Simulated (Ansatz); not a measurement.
# CH₅NO₂Si: one species, many methods

Aim: compute CH₅NO₂Si with functionals from several rungs and with coupled cluster, and see how far each lands from CCSD(T) at the basis-set limit for the atomisation energy.

Program: Ansatz 0.2.0, Gaussian basis. Level of theory: functionals in def2-TZVPP, the program's frozen cores in correlated methods. These are calculated values, not measurements.

Plan: PBE-D4, r2SCAN-D4, PBE0-D4, B3LYP-D4, ωB97X-V, ωB97M-V, B2PLYP; CCSD(T)/def2-TZVPP; MP2/def2-QZVPP; extrapolation to the limit.

## 1. The relaxed structure

All runs share one geometry, relaxed beforehand with PBE0-D4/def2-TZVP.

10 atoms, charge 0, spin multiplicity 1.

Atoms are counted from 1 here; the program's logs count them from 0.

Bond lengths: N1–C2 1.315 Å, N1–H6 1.004 Å, N1–H7 1.030 Å, C2–O3 1.242 Å, C2–H8 1.095 Å, O3–Si4 1.959 Å, Si4–O5 1.738 Å, Si4–H9 1.531 Å, O5–H10 0.958 Å. Angles: C2–N1–H6 120.1°, C2–N1–H7 116.9°, H6–N1–H7 122.2°, N1–C2–O3 124.7°, N1–C2–H8 116.9°, O3–C2–H8 118.4°, C2–O3–Si4 127.5°, O3–Si4–O5 96.0°, O3–Si4–H9 86.1°, O5–Si4–H9 94.0°, Si4–O5–H10 111.0°.

Coordinates:

```xyz
10
charge 0, multiplicity 1
N    -1.0633   -0.2382   -0.6469
C    -0.5421   -1.1904    0.0958
O     0.4685   -1.0600    0.8065
Si    1.5218    0.5656    1.0969
O     1.0472    1.3556   -0.3760
H    -1.8734   -0.4259   -1.2096
H    -0.5183    0.6304   -0.7407
H    -1.0501   -2.1608    0.0853
H     0.3161    1.0793    1.8878
H     1.7766    1.3933   -0.9963
```

## 2. PBE-D4 (GGA)

in.yaml reads:

```yaml
crystal:
  periodic: [false, false, false]
  atoms:
    - {symbol: N, position_ang: [-1.063252, -0.238230, -0.646856]}
    - {symbol: C, position_ang: [-0.542097, -1.190393, 0.095838]}
    - {symbol: O, position_ang: [0.468524, -1.059974, 0.806527]}
    - {symbol: Si, position_ang: [1.521836, 0.565560, 1.096926]}
    - {symbol: O, position_ang: [1.047195, 1.355592, -0.376041]}
    - {symbol: H, position_ang: [-1.873350, -0.425892, -1.209617]}
    - {symbol: H, position_ang: [-0.518306, 0.630418, -0.740665]}
    - {symbol: H, position_ang: [-1.050089, -2.160797, 0.085335]}
    - {symbol: H, position_ang: [0.316091, 1.079312, 1.887798]}
    - {symbol: H, position_ang: [1.776647, 1.393306, -0.996346]}
basis:
  gaussian: {orbitals: def2-TZVPP}
hamiltonian: {xc: pbe, dispersion: d4}
output: {forces: true, orbitals: {seedname: orbitals}}
```

Launch:

```sh
> ansatz run in.yaml --threads 4 --pin off --events-out ev --progress --plain --max-ram 10444MiB
```

Further steps of the session: r2SCAN-D4 (meta-GGA); PBE0-D4 (hybrid); B3LYP-D4 (hybrid); ωB97X-V (range-separated); ωB97M-V (range-separated); B2PLYP (double hybrid); CCSD(T) in def2-TZVPP; MP2 in def2-QZVPP.

Before running them: what should the planned runs give, taken together? Wanted: atomisation energy, CCSD(T)/CBS; farthest; mean size of error, hybrid; mean size of error, range-separated; gap, smallest and largest; T1 diagnostic; triples share of the correlation energy.

The runs gave:

```
                               quantity                                  value
        atomisation energy, CCSD(T)/CBS                         893.0 kcal/mol
functionals within 4.5 kcal/mol (0.5 %)  r2SCAN-D4, PBE0-D4, B3LYP-D4, ωB97X-V
                               farthest                PBE-D4 (+27.4 kcal/mol)
             mean size of error, hybrid                           2.6 kcal/mol
    mean size of error, range-separated                           4.4 kcal/mol
              gap, smallest and largest    2.32 eV (PBE-D4), 8.89 eV (ωB97X-V)
                          T1 diagnostic                                 0.0162
triples share of the correlation energy                                  4.0 %
```

What this shows: PBE-D4 is off by +27.4 kcal/mol, about 3.0 kcal/mol a bond. Double hybrids carry the basis error of their MP2 part in triple zeta, and no dispersion term here, so their miss is partly the set-up's. Misses under about 4.5 kcal/mol are within the doubt on the reference itself, which lacks core-valence correlation, relativity and higher excitations. Hartree-Fock recovers 67 % of the binding; the rest is correlation. The gap grows from 2.3 to 8.9 eV across the functionals, mostly with the share of exact exchange.
